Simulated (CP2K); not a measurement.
## Pb: relaxation of the atoms with PBE

Slab: Pb, a slab with vacuum.

```
Pb
1.0
     3.49282    0.00000    0.00000
    -1.74641    3.02487    0.00000
     0.00000    0.00000   23.55564
Pb
4
Direct
  0.66667 0.33333 0.31840
  0.33333 0.66667 0.43947
  0.00000 0.00000 0.56053
  0.66667 0.33333 0.68160
```

The slab is cut from a database's or a generator's crystal, which needn't be the stable form of the element.

The cell isn't the ideal one: the (1 1 1) slab of Pb, cut from the database cell, not relaxed.

```yaml
Program: CP2K 2026.2
Task: relaxation of the atoms
Functional: PBE
Potentials_or_basis: GTH_POTENTIALS Pb GTH-PBE-q4; DZVP-MOLOPT-SR-GTH basis
Density_cutoff: 6123 eV
k_mesh: 7 × 7 × 1
Occupations: fermi-dirac, width 0.0259 eV
Spin: no spin polarisation
SCF_solver: diagonalisation with k points
Quickstep_method: GPW
EPS_DEFAULT: 1.0E-10
EPS_SCF: 1.0E-6
MAX_SCF: 100
SCF_GUESS: ATOMIC
Mesh_centred_on_Gamma: yes
CHOLESKY: OFF
EPS_EIGVAL: 1.0E-7
MIXING_METHOD: BROYDEN_MIXING
MIXING_ALPHA: 0.2
NBUFFER: 8
NGRIDS: 4
EXTRAPOLATION: USE_PREV_P
Basis_sets: Pb DZVP-MOLOPT-SR-GTH-q4
Potentials: Pb GTH-PBE-q4 of GTH_POTENTIALS
ADDED_MOS: "[14]"
Optimiser: BFGS
Most_steps: 40
Atoms_held_from_0: "[0, 1]"
MPI_ranks: 4
Force_threshold_eV/A: 0.05 eV/Å
REL_CUTOFF_Ry: 60 Ry
MIXING_BETA_1/bohr: 1.5 1/bohr
CUTOFF_of_the_grids: 450 Ry
```

```
Energy gained by relaxing : 14.0 meV/atom
Ionic steps               : 8
Band gap on the k mesh    : none (metal or under the smearing width)
```

Step by step:
```
step  energy change (eV)  largest force (eV/Å)
   1              0.0000                0.3363
   2             -0.0102                0.2406
   3             -0.0279                0.2493
   4             -0.0352                0.2364
   5             -0.0549                0.0581
   6             -0.0558                0.0093
   7             -0.0558                0.0017
   8             -0.0558                0.0017
```

Final structure:
```yaml
crystal:
  lattice:
    - [3.49282, 0.00000, 0.00000]
    - [-1.74641, 3.02487, 0.00000]
    - [0.00000, 0.00000, 23.55564]
  atoms:
    - { symbol: Pb, position: [0.66667, 0.33333, 0.31839] }
    - { symbol: Pb, position: [0.33333, 0.66667, 0.43946] }
    - { symbol: Pb, position: [0.00000, 0.00000, 0.57471] }
    - { symbol: Pb, position: [0.66667, 0.33333, 0.69482] }
```

Levels at points of the mesh, in eV from the Fermi level:
```
           k point  band 4  band 5  band 6  band 7  band 8  band 9  band 10  band 11  band 12  band 13
(0.00, 0.00, 0.00)   -8.86   -3.41   -1.74    0.88    3.24    6.23     6.23     6.50     6.50     7.24
```

Wall time 75 s on 4 MPI ranks on Arm Neoverse V2, on a shared host.

Caveat: the basis of atomic orbitals isn't converged, which shifts pressures, moduli and gaps. The run has no spin-orbit coupling, so splittings on Pb are missing.
